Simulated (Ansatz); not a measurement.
# TiSn3O8: the cost of one run

Program: Ansatz 0.2.0. Level of theory: DFT PBE, scalar-relativistic, plane waves, PAW. These are calculated values, not measurements.

1 further run of the same task is left out (it didn't finish). Runs told in other sessions of the task aren't counted.

## 1. The structure to begin with

The structure is orthorhombic, space group Immm (No. 71). Conventional cell: a = 6.570 Å, b = 7.214 Å, c = 7.214 Å, α = 90.00°, β = 90.00°, γ = 90.00°. Ti (site symmetry mmm) has 6 O at 2.16 to 2.20 Å in its first shell of neighbours. Sn (site symmetry mmm) is surrounded by 6 O at 2.16 to 2.20 Å. Around Sn (site symmetry 2mm) lie 6 O at 2.16 to 2.20 Å. O (site symmetry m2m) has 2 Sn at 2.16 Å and 1 Ti at 2.20 Å in its first shell of neighbours. O (site symmetry m2m) is surrounded by 3 Sn at 2.16 to 2.20 Å. O (site symmetry m) is surrounded by 1 Ti at 2.16 Å and 2 Sn at 2.16 to 2.20 Å.

As a file:

```xyz
12
Lattice="-3.2852 3.6071 3.6071 3.2852 -3.6071 3.6071 3.2852 3.6071 -3.6071" Properties=species:S:1:pos:R:3 pbc="T T T"
Ti    0.0000    0.0000    0.0000
Sn    3.2852    0.0000    0.0000
Sn    1.6426    3.6071    0.0000
Sn    1.6426    0.0000    3.6071
O     0.0000    5.0142    0.0000
O     0.0000    1.4071    3.6071
O     4.9279    0.0000    1.4071
O     1.6426    0.0000    1.4071
O     0.0000    2.2001    0.0000
O     3.2852    2.2001    0.0000
O     1.6426    3.6071    2.2001
O    -1.6426    3.6071    2.2001
```

The start is an ordering of an alloy on its end members' structure types: elements ordered on the sites of the TiO2 type, Sn/Ti on Ti (Immm, No. 71).

## 2. Probe: one point on a coarse mesh

File input.yaml:

```yaml
crystal:
  lattice:
    - [-3.28524505, 3.60714389, 3.60714389]
    - [3.28524505, -3.60714389, 3.60714389]
    - [3.28524505, 3.60714389, -3.60714389]
  atoms:
    - { symbol: Ti, position: [0.0, 0.0, 0.0], spin: 1.0 }
    - { symbol: Sn, position: [0.0, 0.5, 0.5] }
    - { symbol: Sn, position: [0.5, 0.25, 0.75] }
    - { symbol: Sn, position: [0.5, 0.75, 0.25] }
    - { symbol: O, position: [0.69503999, 0.0, 0.69503999] }
    - { symbol: O, position: [0.69503999, 0.5, 0.19503999] }
    - { symbol: O, position: [0.19503999, 0.94503999, 0.75] }
    - { symbol: O, position: [0.19503999, 0.44503999, 0.25] }
    - { symbol: O, position: [0.30496001, 0.0, 0.30496001] }
    - { symbol: O, position: [0.30496001, 0.5, 0.80496001] }
    - { symbol: O, position: [0.80496001, 0.55496001, 0.75] }
    - { symbol: O, position: [0.80496001, 0.05496001, 0.25] }
basis:
  ecutwfc: 420
kpoints:
  mp_grid: { grid: [4, 4, 4] }
hamiltonian:
  xc: pbe
scf:
  occupations: { method: gaussian, width: 0.1 }
  lower_state_search: "off"
output:
  forces: true
  stress: true
  eigenvalues: true
  populations: true
magnetization:
  spin_polarized: true
```

Launch:

```
$ ansatz run input.yaml --threads 4 --pin off --max-ram 8192MiB --backend cpu --events-out ev --progress --plain --runs-dir out
```

Q: Estimate wall time and peak memory on 4 threads of Intel Xeon at 2.50GHz (Skylake/Cascade Lake), shared host.

About 29 s, with a peak of 0.83 GiB.
